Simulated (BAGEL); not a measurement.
**AlH2O2F (SMILES [OH][Al]([OH])[F]): HF/3-21G (density fitting with qzvpp-jkfit)**

Aim: the vertical singlet–triplet gap of AlH2O2F at HF/3-21G (density fitting with qzvpp-jkfit), from 2 runs. 

Program for the calculation: BAGEL 1.2.2.

**1. Starting point**

AlH2O2F has 6 atoms, charge 0, and is taken as a singlet. As SMILES, `[OH][Al]([OH])[F]`. The shape is that of a PBE0-D4/def2-TZVP optimisation. This is one conformer, not always the lowest.

Bond lengths: O1–Al2 1.680 Å, Al2–O3 1.680 Å, Al2–F4 1.647 Å, O1–H5 0.955 Å, O3–H6 0.955 Å. Angles: O1–Al2–O3 118.5°, O1–Al2–F4 120.7°, O3–Al2–F4 120.7°, Al2–O1–H5 122.9°, Al2–O3–H6 122.9°.

**2. The energy at HF/3-21G (density fitting with qzvpp-jkfit)**

File job.json:

```json
{ "bagel" : [

{
  "title" : "molecule",
  "basis" : "3-21g",
  "df_basis" : "qzvpp-jkfit",
  "angstrom" : true,
  "geometry" : [
    { "atom" : "O", "xyz" : [      -0.572600,       1.327600,      -0.678800 ] },
    { "atom" : "Al", "xyz" : [      -0.045500,      -0.145500,      -0.067500 ] },
    { "atom" : "O", "xyz" : [       1.058000,      -0.139600,       1.199000 ] },
    { "atom" : "F", "xyz" : [      -0.598500,      -1.564400,      -0.695900 ] },
    { "atom" : "H", "xyz" : [      -1.198300,       1.397500,      -1.397100 ] },
    { "atom" : "H", "xyz" : [       1.399100,      -0.939600,       1.594000 ] }
  ]
},

{ "title" : "hf" },

{ "title" : "print", "file" : "orbitals.molden", "orbitals" : true }

]}
```

Started as:

```sh
$ BAGEL_NUM_THREADS=1 BAGEL job.json > job.out
```

The program printed:

```text
* using 1 threads per process

  ===============================================================
  ===============================================================

  *** Geometry ***

  { "atom" : "O", "xyz" : [     -1.082057,      2.508800,     -1.282746 ] },
  { "atom" : "Al", "xyz" : [     -0.085983,     -0.274955,     -0.127557 ] },
  { "atom" : "O", "xyz" : [      1.999330,     -0.263806,      2.265782 ] },
  { "atom" : "F", "xyz" : [     -1.131001,     -2.956288,     -1.315060 ] },
  { "atom" : "H", "xyz" : [     -2.264459,      2.640892,     -2.640136 ] },
  { "atom" : "H", "xyz" : [      2.643916,     -1.775587,      3.012223 ] },

  Number of auxiliary basis functions:      395

  Since a DF basis is specified, we compute 2- and 3-index integrals:
    o Being stored without compression. Storage requirement is 0.006 GB

  Number of basis functions:       44
  Number of electrons      :       40

    * METHOD: MOLECULE                             0.09

  *** RHF ***

  === Nuclear Repulsion ===
   161.3601372237

      * DIIS with orbital gradients will be used.

  === RHF iteration (3-21g) ===
      0       -489.47533997          0.04461858           0.02
      1       -489.66196911          0.02506362           0.02
      2       -489.73808636          0.00122873           0.02
      3       -489.73846032          0.00042075           0.02
      4       -489.73849215          0.00011821           0.02
      5       -489.73849726          0.00002370           0.02
      6       -489.73849755          0.00000493           0.02
      7       -489.73849756          0.00000135           0.02
      8       -489.73849756          0.00000051           0.02
      9       -489.73849756          0.00000014           0.02
     10       -489.73849756          0.00000005           0.02
     11       -489.73849756          0.00000002           0.02
     12       -489.73849756          0.00000001           0.02
    * SCF iteration converged.

    * Permanent dipole moment:
           (    0.215180,     0.552018,     0.244664) a.u.

    * METHOD: HF                                   0.26

    * METHOD: PRINT                                0.00

  ===============================================================
```

Wall time 0.5 s (1 thread of Arm Neoverse V2, shared host).

**3. The triplet**

File job.json:

```json
{ "bagel": [

{
  "title": "molecule",
  "basis": "3-21g",
  "df_basis": "qzvpp-jkfit",
  "angstrom": "true",
  "geometry": [
    { "atom": "O", "xyz": [   -0.572600,    1.327600,   -0.678800 ] },
    { "atom": "Al", "xyz": [   -0.045500,   -0.145500,   -0.067500 ] },
    { "atom": "O", "xyz": [    1.058000,   -0.139600,    1.199000 ] },
    { "atom": "F", "xyz": [   -0.598500,   -1.564400,   -0.695900 ] },
    { "atom": "H", "xyz": [   -1.198300,    1.397500,   -1.397100 ] },
    { "atom": "H", "xyz": [    1.399100,   -0.939600,    1.594000 ] }
  ]
},
{ "title": "uhf", "nopen": 2 },
{ "title": "print", "file": "orbitals.molden", "orbitals": "true" }

]}
```

Started as:

```sh
$ BAGEL_NUM_THREADS=1 BAGEL job.json > job.out
```

The program printed:

```text
* using 1 threads per process

  ===============================================================
  ===============================================================

  *** Geometry ***

  { "atom" : "O", "xyz" : [     -1.082057,      2.508800,     -1.282746 ] },
  { "atom" : "Al", "xyz" : [     -0.085983,     -0.274955,     -0.127557 ] },
  { "atom" : "O", "xyz" : [      1.999330,     -0.263806,      2.265782 ] },
  { "atom" : "F", "xyz" : [     -1.131001,     -2.956288,     -1.315060 ] },
  { "atom" : "H", "xyz" : [     -2.264459,      2.640892,     -2.640136 ] },
  { "atom" : "H", "xyz" : [      2.643916,     -1.775587,      3.012223 ] },

  Number of auxiliary basis functions:      395

  Since a DF basis is specified, we compute 2- and 3-index integrals:
    o Being stored without compression. Storage requirement is 0.006 GB

  Number of basis functions:       44
  Number of electrons      :       40

    * METHOD: MOLECULE                             0.09

  *** Open-shell HF ***

  === Nuclear Repulsion ===
   161.3601372237

      * DIIS with orbital gradients will be used.

  === UHF iteration (3-21g) ===
      0       -489.26601833          0.06774125           0.03
      1       -489.41267290          0.03720521           0.03
      2       -489.44848560          0.02022458           0.03
      3       -489.46298706          0.00117127           0.03
      4       -489.46377952          0.00066452           0.03
      5       -489.46399175          0.00021700           0.03
      6       -489.46405174          0.00011694           0.03
      7       -489.46405837          0.00012822           0.03
      8       -489.46405466          0.00009858           0.03
      9       -489.46405007          0.00006256           0.03
     10       -489.46404977          0.00001714           0.03
     11       -489.46404986          0.00000755           0.03
     12       -489.46404989          0.00000457           0.03
     13       -489.46404989          0.00000252           0.03
     14       -489.46404990          0.00000257           0.03
     15       -489.46404990          0.00000264           0.03
     16       -489.46404990          0.00000227           0.03
     17       -489.46404990          0.00000109           0.03
     18       -489.46404990          0.00000080           0.03
     19       -489.46404990          0.00000068           0.03
     20       -489.46404990          0.00000063           0.03
     21       -489.46404990          0.00000062           0.03
     22       -489.46404990          0.00000061           0.03
     23       -489.46404990          0.00000059           0.03
     24       -489.46404990          0.00000052           0.03
     25       -489.46404991          0.00000046           0.03
     26       -489.46404991          0.00000036           0.03
     27       -489.46404991          0.00000030           0.03
     28       -489.46404991          0.00000025           0.03
     29       -489.46404991          0.00000018           0.03
     30       -489.46404991          0.00000013           0.03
     31       -489.46404991          0.00000013           0.03
     32       -489.46404991          0.00000012           0.03
     33       -489.46404991          0.00000013           0.03
     34       -489.46404991          0.00000010           0.03
     35       -489.46404991          0.00000008           0.03
     36       -489.46404991          0.00000005           0.03
     37       -489.46404991          0.00000003           0.03
     38       -489.46404991          0.00000001           0.03
     39       -489.46404991          0.00000001           0.03
    * SCF iteration converged.

    * S^2 (UHF) is 2.0921

    * Permanent dipole moment:
           (   -0.143130,    -0.383382,    -0.175274) a.u.

    * METHOD: UHF                                  1.35

    * METHOD: PRINT                                0.00

  ===============================================================
```

It took 1.6 s on 1 thread of Arm Neoverse V2, shared host.

**4. Outcome**

Level: HF/3-21G (density fitting with qzvpp-jkfit).

```
                                        quantity          value
                           singlet: total energy  -489.73850 Eh
                          singlet: dipole moment         1.63 D
                            singlet: HOMO energy      -12.88 eV
                            singlet: LUMO energy        2.95 eV
                          singlet: HOMO–LUMO gap       15.83 eV
                           triplet: total energy  -489.46405 Eh
                          triplet: dipole moment         1.13 D
                                   triplet: ⟨S²⟩          2.092
vertical energy of the triplet above the singlet       7.468 eV
```

**Reading.** At this shape the triplet lies 7.47 eV (172 kcal/mol) above the singlet.
